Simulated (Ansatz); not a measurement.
Turn this script for the Ansatz DFT code, driven from Python into the input file that the command-line program reads.

`opt_c3h7bfn.py`:
```python
# -*- coding: utf-8 -*-
"""Minimum-energy structure of C3H7BFN."""

import ansatz as az
import numpy as np

geometry_ang = [
    ("B", (2.7347, -0.2201, -0.1119)),
    ("N", (1.2925, 0.0185, 0.1522)),
    ("C", (0.1689, 0.204, 0.3572)),
    ("C", (-1.2553, 0.4389, 0.6165)),
    ("C", (-2.1068, -0.1742, -0.4889)),
    ("F", (-3.4444, 0.0578, -0.2262)),
    ("H", (3.3804, 0.2112, 0.7914)),
    ("H", (3.0493, 0.3274, -1.1219)),
    ("H", (2.9308, -1.3903, -0.2169)),
    ("H", (-1.5251, -0.0162, 1.5929)),
    ("H", (-1.4383, 1.533, 0.6668)),
    ("H", (-1.9368, -1.2712, -0.5416)),
    ("H", (-1.8498, 0.2812, -1.4696)),
]
geometry = az.Crystal.molecule()
for symbol, xyz in geometry_ang:
    geometry = geometry.atom(symbol, xyz)

job = (
    geometry.calculation()
    .basis(gaussian="cc-pVDZ")
    .functional("pbe")
)
symbols = [site.symbol for site in geometry.cartesian_sites]
start = np.array([site.position_ang for site in geometry.cartesian_sites], dtype=float)
def progress(event):
    if event["event"] == "relax_step":
        row = event["data"]
        print(f"step {row['step']:3d}  E = {row['lagrangian_ev']:.6f} eV  largest force component {row['allowed_force_max_ev_ang']:.4f} eV/A")


summary = job.relax(force_tolerance=0.02).session().plan().execute(on_event=progress).report
end = np.array(summary["positions_ang"])

for key in ("converged", "free_energy_ev", "reference_energy_ev", "n_frozen", "n_occupied", "n_virtual"):
    print(f"{key:22s} {summary[key]}")

print("final positions (A) and the move of each atom")
for symbol, xyz, old in zip(symbols, end, start):
    print(f"{symbol:2s} {xyz[0]:10.5f} {xyz[1]:10.5f} {xyz[2]:10.5f}   {np.linalg.norm(xyz - old):7.4f}")

charges = summary["charge_distribution"]
print("dipole moment", round(4.803205 * float(np.linalg.norm(charges["dipole_moment_e_ang"])), 3), "D")
print("Mulliken:", [(s, round(q, 3)) for s, q in zip(symbols, charges["mulliken_charges_e"])])
```

```console
$ python opt_c3h7bfn.py
step   1  E = -8097.585882 eV  largest force component 1.6529 eV/A
step   2  E = -8097.677332 eV  largest force component 0.4665 eV/A
step   3  E = -8097.691064 eV  largest force component 0.1683 eV/A
step   4  E = -8097.691898 eV  largest force component 0.0429 eV/A
step   5  E = -8097.692036 eV  largest force component 0.0314 eV/A
step   6  E = -8097.692214 eV  largest force component 0.0427 eV/A
step   7  E = -8097.692289 eV  largest force component 0.0041 eV/A
converged              True
free_energy_ev         -8097.692329432815
reference_energy_ev    -8097.692329432815
n_frozen               0
n_occupied             [23, 23]
n_virtual              [96, 96]
final positions (A) and the move of each atom
B     2.78141   -0.22598   -0.11787    0.0475
N     1.30630    0.02403    0.16218    0.0179
C     0.17496    0.21835    0.38121    0.0286
C    -1.24516    0.43316    0.60731    0.0148
C    -2.11296   -0.18395   -0.50501    0.0198
F    -3.44233    0.07531   -0.19634    0.0347
H     3.39359    0.23608    0.84430    0.0599
H     3.03588    0.36512   -1.16629    0.0598
H     2.90888   -1.44577   -0.21488    0.0597
H    -1.52864   -0.00811    1.58672    0.0108
H    -1.44281    1.52468    0.66930    0.0098
H    -1.95801   -1.28235   -0.56098    0.0308
H    -1.87102    0.26943   -1.48967    0.0315
dipole moment 5.163 D
Mulliken: [('B', -0.292), ('N', 0.119), ('C', 0.017), ('C', -0.021), ('C', 0.184), ('F', -0.196), ('H', -0.038), ('H', -0.041), ('H', -0.042), ('H', 0.099), ('H', 0.099), ('H', 0.056), ('H', 0.056)]
```

`input.yaml`:
```yaml
crystal:
  periodic: [false, false, false]
  atoms:
    - { symbol: B, position_ang: [2.7347, -0.2201, -0.1119] }
    - { symbol: "N", position_ang: [1.2925, 0.0185, 0.1522] }
    - { symbol: C, position_ang: [0.1689, 0.204, 0.3572] }
    - { symbol: C, position_ang: [-1.2553, 0.4389, 0.6165] }
    - { symbol: C, position_ang: [-2.1068, -0.1742, -0.4889] }
    - { symbol: F, position_ang: [-3.4444, 0.0578, -0.2262] }
    - { symbol: H, position_ang: [3.3804, 0.2112, 0.7914] }
    - { symbol: H, position_ang: [3.0493, 0.3274, -1.1219] }
    - { symbol: H, position_ang: [2.9308, -1.3903, -0.2169] }
    - { symbol: H, position_ang: [-1.5251, -0.0162, 1.5929] }
    - { symbol: H, position_ang: [-1.4383, 1.533, 0.6668] }
    - { symbol: H, position_ang: [-1.9368, -1.2712, -0.5416] }
    - { symbol: H, position_ang: [-1.8498, 0.2812, -1.4696] }
basis:
  gaussian:
    orbitals: cc-pVDZ
hamiltonian:
  xc: pbe
relax:
  f_tol: 0.02
```

Caveats:
- The settings weren't tested for convergence.
- The end point is the stationary point reached from this start; no frequency run checks that it is a minimum, and the basis set is modest.
- The whole script took 35 s on 1 thread of Arm Neoverse V2, with other jobs on the host, peak memory 0.23 GiB.

(A comment or docstring line of the script was reworded after the run, the code is as it ran; lines on the test bed's own set-up are left out of the output.)
